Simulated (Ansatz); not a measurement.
This script for Ansatz 0.2.0, Python API starts 4 runs on Ge, space group Imma. What input does the engine get in each?

Script `kconv.py`:
```python
"""k-point test for Ge."""

import ansatz as az

structure = (
    az.Lattice.of((-2.495898, 2.650863, 1.436947), (2.495898, -2.650863, 1.436947), (2.495898, 2.650863, -1.436947))
    .atom("Ge", (0.185943, 0.935943, 0.25))
    .atom("Ge", (0.814057, 0.064057, 0.75))
)

calculation = (
    structure.calculation()
    .scf(tolerance=1e-10)
    .occupations(az.OccupationsMethod.FERMI_DIRAC, width=0.15)
    .basis(20 * az.Ha)
    .functional(az.Functional.R2SCAN)
    .stress()
)

rows = []
for value in [1.0, 0.6, 0.4, 0.3]:
    data = calculation.kpoints(spacing=value).run(threads=1, backend="cpu").report
    rows.append((value, data["free_energy_ev"] / len(data["lattice"]["sites"]), data["n_iterations"], sum(data["stress_gpa"][i][i] for i in range(3)) / 3, data["n_kpoints"]))

print("spacing (1/A)   F/atom (eV)    iterations       P (GPa)      k-points")
for row in rows:
    print(f"{str(row[0]):>12s}  {row[1]:12.5f}  {row[2]:12d}  {row[3]:12.3f}  {row[4]:12d}")

# the last row is the reference
for row in rows[:-1]:
    shift = 1000 * (row[1] - rows[-1][1])
    print(f"{row[0]}: {shift:+.2f} meV/atom" + ("  (within 1 meV)" if abs(shift) < 1 else ""))
```

Run 1:
```yaml
crystal:
  lattice:
    - [-2.495898, 2.650863, 1.436947]
    - [2.495898, -2.650863, 1.436947]
    - [2.495898, 2.650863, -1.436947]
  atoms:
    - { symbol: Ge, position: [0.185943, 0.935943, 0.25] }
    - { symbol: Ge, position: [0.814057, 0.064057, 0.75] }
basis:
  ecutwfc: 544.22772491976
kpoints:
  mp_grid:
    kspacing: 1.0
hamiltonian:
  xc: r2scan
scf:
  convergence:
    dr2_threshold: 1.0e-10
  occupations:
    method: fermi_dirac
    width: 0.15
output:
  stress: true
```

Run 2, against run 1:
```diff
-    kspacing: 1.0
+    kspacing: 0.6
```

Run 3, against run 1:
```diff
-    kspacing: 1.0
+    kspacing: 0.4
```

Run 4, against run 1:
```diff
-    kspacing: 1.0
+    kspacing: 0.3
```

```console
$ python kconv.py
spacing (1/A)   F/atom (eV)    iterations       P (GPa)      k-points
         1.0   -4302.46623             7        -3.128             8
         0.6   -4302.52231             8        -0.339            27
         0.4   -4302.56215             8        -1.628            64
         0.3   -4302.53988             8        -1.163           125
1.0: +73.65 meV/atom
0.6: +17.57 meV/atom
0.4: -22.27 meV/atom
```

Reading the output:
- The smearing is wide enough that free energy and stress hold a thermal part of the electrons.
- Pressure is positive in compression.
- This isn't the structure that Ge takes at ambient conditions.
- Shifts are counted from the finest mesh, which is itself no proven limit.
- Finished in 20 s on 1 thread of Intel(R) Xeon(R) Processor @ 2.30GHz, on a shared host, peak memory 0.67 GiB.
